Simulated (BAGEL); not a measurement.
**PBE0/cc-pVDZ (density fitting with qzvpp-jkfit) run of [CH4BCl2]− (SMILES Cl[BH2-]CCl)**

Aim: the energy change on altering one bond length of [CH4BCl2]− at PBE0/cc-pVDZ (density fitting with qzvpp-jkfit), from 2 runs. 

The calculation is run with BAGEL 1.2.2.

4 further runs of the same task are left out: 2 that didn't finish, 2 set aside as unsound or not needed. Runs told in other sessions of the task aren't counted.

### 1 Starting point

The species is [CH4BCl2]− (8 atoms), meant as a singlet with charge -1. As SMILES, `Cl[BH2-]CCl`. Geometry: relaxed at GFN2-xTB. This is one conformer, not always the lowest.

Bond lengths: Cl1–B2 1.878 Å, B2–C3 1.636 Å, C3–Cl4 1.787 Å, B2–H5 1.199 Å, B2–H6 1.206 Å, C3–H7 1.092 Å, C3–H8 1.094 Å. Some angles: Cl1–B2–C3 108.6°, B2–C3–Cl4 115.5°, Cl1–B2–H5 107.5°, Cl1–B2–H6 106.4°, C3–B2–H5 113.3°, C3–B2–H6 107.7°, B2–C3–H7 112.9°, B2–C3–H8 110.7°, Cl4–C3–H7 104.7°, Cl4–C3–H8 104.3°.

### 2 A single-point energy at PBE0/cc-pVDZ (density fitting with qzvpp-jkfit)

input.json reads:

```json
{ "bagel" : [

{
  "title" : "molecule",
  "basis" : "cc-pvdz.json",
  "df_basis" : "qzvpp-jkfit",
  "angstrom" : true,
  "geometry" : [
    { "atom" : "Cl", "xyz" : [   -1.861810,    1.172250,    0.212220 ] },
    { "atom" : "B", "xyz" : [   -0.017030,    0.837840,    0.103280 ] },
    { "atom" : "C", "xyz" : [    0.216930,   -0.779390,    0.023380 ] },
    { "atom" : "Cl", "xyz" : [    0.037740,   -1.503870,   -1.600540 ] },
    { "atom" : "H", "xyz" : [    0.400710,    1.424710,   -0.855170 ] },
    { "atom" : "H", "xyz" : [    0.461980,    1.226640,    1.139520 ] },
    { "atom" : "H", "xyz" : [   -0.475420,   -1.340620,    0.654700 ] },
    { "atom" : "H", "xyz" : [    1.236900,   -1.037570,    0.322610 ] }
  ]
},
{ "title" : "ks", "xc_func" : "pbe0", "charge" : -1 },
{ "title" : "print", "file" : "orbitals.molden", "orbitals" : true }

]}
```

The basis set cc-pVDZ is read from a file made from the Basis Set Exchange's data (not shown).

On the command line:

```console
$ BAGEL_NUM_THREADS=1 BAGEL input.json > input.out
```

Output:

```text
* using 1 threads per process

  ===============================================================
  ===============================================================

  *** Geometry ***

  { "atom" : "Cl", "xyz" : [     -3.518311,      2.215231,      0.401038 ] },
  { "atom" : "B", "xyz" : [     -0.032182,      1.583288,      0.195171 ] },
  { "atom" : "C", "xyz" : [      0.409938,     -1.472834,      0.044182 ] },
  { "atom" : "Cl", "xyz" : [      0.071318,     -2.841902,     -3.024582 ] },
  { "atom" : "H", "xyz" : [      0.757232,      2.692312,     -1.616037 ] },
  { "atom" : "H", "xyz" : [      0.873016,      2.318014,      2.153381 ] },
  { "atom" : "H", "xyz" : [     -0.898414,     -2.533405,      1.237204 ] },
  { "atom" : "H", "xyz" : [      2.337402,     -1.960723,      0.609645 ] },

  Number of auxiliary basis functions:      478

  Since a DF basis is specified, we compute 2- and 3-index integrals:
    o Being stored without compression. Storage requirement is 0.027 GB

  Number of basis functions:       84
  Number of electrons      :       49

    * METHOD: MOLECULE                             0.55

  *** Kohn-Sham DFT ***

    * Removing 15500 points whose weight is below 1.00e-10
    * Grid points: 103748

  === Nuclear Repulsion ===
   181.2843420913

       - DIIS with orbital gradients will be used.

  === KS iteration (pbe0 / cc-pvdz.json) ===
      0       -962.82935172          0.09341078           1.52
      1       -947.90026753          0.15560412           1.08
      2       -940.24007012          0.12690911           1.00
      3       -963.80276544          0.12106539           0.99
      4       -985.24385858          0.02043380           0.98
      5       -985.42227398          0.00871727           0.99
      6       -985.46960511          0.00325056           0.96
      7       -985.47555351          0.00104981           0.84
      8       -985.47609304          0.00027286           0.83
      9       -985.47612305          0.00011612           0.84
     10       -985.47613240          0.00001252           0.99
     11       -985.47613251          0.00000331           1.04
     12       -985.47613252          0.00000222           0.84
     13       -985.47613252          0.00000041           0.80
     14       -985.47613252          0.00000014           0.81
     15       -985.47613252          0.00000008           0.81
     16       -985.47613252          0.00000004           0.81
     17       -985.47613252          0.00000001           0.81
    * SCF iteration converged.

    * Permanent dipole moment:
           (   -0.146314,     1.198028,     0.167035) a.u.

    * METHOD: KS                                  18.70

    * METHOD: PRINT                                0.05

  ===============================================================
```

It took 20 s on 1 thread of AMD EPYC, shared host; peak memory 0.43 GiB.

### 3 The distorted shape, same level

input.json reads:

```json
{ "bagel" : [

{
  "title" : "molecule",
  "basis" : "cc-pvdz.json",
  "df_basis" : "qzvpp-jkfit",
  "angstrom" : "true",
  "geometry" : [
    { "atom" : "Cl", "xyz" : [      -1.307900,       1.621258,      -0.292863 ] },
    { "atom" : "B", "xyz" : [       0.536880,       1.286848,      -0.401803 ] },
    { "atom" : "C", "xyz" : [       0.770840,      -0.330382,      -0.481703 ] },
    { "atom" : "Cl", "xyz" : [       0.591650,      -1.054862,      -2.105623 ] },
    { "atom" : "H", "xyz" : [       0.954620,       1.873718,      -1.360253 ] },
    { "atom" : "H", "xyz" : [       1.015890,       1.675648,       0.634437 ] },
    { "atom" : "H", "xyz" : [      -0.475420,      -1.340620,       0.654700 ] },
    { "atom" : "H", "xyz" : [       1.790810,      -0.588562,      -0.182473 ] }
  ]
},

{
  "title" : "ks",
  "xc_func" : "pbe0",
  "charge" : -1
},

{
  "title" : "print",
  "file" : "orbitals.molden",
  "orbitals" : "true"
}

]}
```

The basis set cc-pVDZ is read from a file made from the Basis Set Exchange's data (not shown).

On the command line:

```console
$ BAGEL_NUM_THREADS=1 BAGEL input.json > input.out
```

Output:

```text
* using 1 threads per process

  ===============================================================
  ===============================================================

  *** Geometry ***

  { "atom" : "Cl", "xyz" : [     -2.471573,      3.063734,     -0.553431 ] },
  { "atom" : "B", "xyz" : [      1.014556,      2.431790,     -0.759298 ] },
  { "atom" : "C", "xyz" : [      1.456676,     -0.624331,     -0.910287 ] },
  { "atom" : "Cl", "xyz" : [      1.118056,     -1.993400,     -3.979051 ] },
  { "atom" : "H", "xyz" : [      1.803970,      3.540814,     -2.570506 ] },
  { "atom" : "H", "xyz" : [      1.919754,      3.166516,      1.198912 ] },
  { "atom" : "H", "xyz" : [     -0.898414,     -2.533405,      1.237204 ] },
  { "atom" : "H", "xyz" : [      3.384140,     -1.112221,     -0.344824 ] },

  Number of auxiliary basis functions:      478

  Since a DF basis is specified, we compute 2- and 3-index integrals:
    o Being stored without compression. Storage requirement is 0.027 GB

  Number of basis functions:       84
  Number of electrons      :       49

    * METHOD: MOLECULE                             0.55

  *** Kohn-Sham DFT ***

    * Removing 14797 points whose weight is below 1.00e-10
    * Grid points: 104451

  === Nuclear Repulsion ===
   178.4063111176

       - DIIS with orbital gradients will be used.

  === KS iteration (pbe0 / cc-pvdz.json) ===
      0       -962.35027248          0.08932190           1.40
      1       -948.35716319          0.14668733           0.93
      2       -939.66852543          0.11274598           0.87
      3       -964.81452980          0.11414383           0.86
      4       -984.99977980          0.01976954           0.88
      5       -985.17722172          0.01469152           0.84
      6       -985.32853133          0.00631778           0.84
      7       -985.35384898          0.00292653           0.84
      8       -985.35910928          0.00062438           0.86
      9       -985.35923570          0.00035703           0.89
     10       -985.35934030          0.00005152           0.88
     11       -985.35934179          0.00002530           0.94
     12       -985.35934240          0.00000537           0.97
     13       -985.35934241          0.00000338           0.89
     14       -985.35934242          0.00000107           0.87
     15       -985.35934242          0.00000045           0.86
     16       -985.35934242          0.00000011           0.80
     17       -985.35934242          0.00000004           0.81
     18       -985.35934242          0.00000001           0.79
     19       -985.35934242          0.00000001           0.86
    * SCF iteration converged.

    * Permanent dipole moment:
           (   -0.481391,     0.791592,     0.718191) a.u.

    * METHOD: KS                                  19.54

    * METHOD: PRINT                                0.05

  ===============================================================
```

Wall time 21 s (1 thread of AMD EPYC, shared host); peak memory 0.43 GiB.

### 4 Results

Level: PBE0/cc-pVDZ (density fitting with qzvpp-jkfit).

```
                                                              quantity          value
                                             first shape: total energy  -985.47613 Eh
                                              first shape: HOMO energy       -1.96 eV
                                              first shape: LUMO energy        6.14 eV
    first shape: HOMO–LUMO gap (to an unbound level, set by the basis)        8.10 eV
                                         distorted shape: total energy  -985.35934 Eh
                                          distorted shape: HOMO energy       -2.15 eV
                                          distorted shape: LUMO energy        2.90 eV
distorted shape: HOMO–LUMO gap (to an unbound level, set by the basis)        5.06 eV
     energy change with the C3–H7 bond stretched from 1.092 to 1.966 Å       3.178 eV
```

What this shows: With the C3–H7 bond stretched from 1.092 to 1.966 Å the energy rises by 3.18 eV (73 kcal/mol). The first shape isn't relaxed at this level, so the change isn't measured from a minimum.
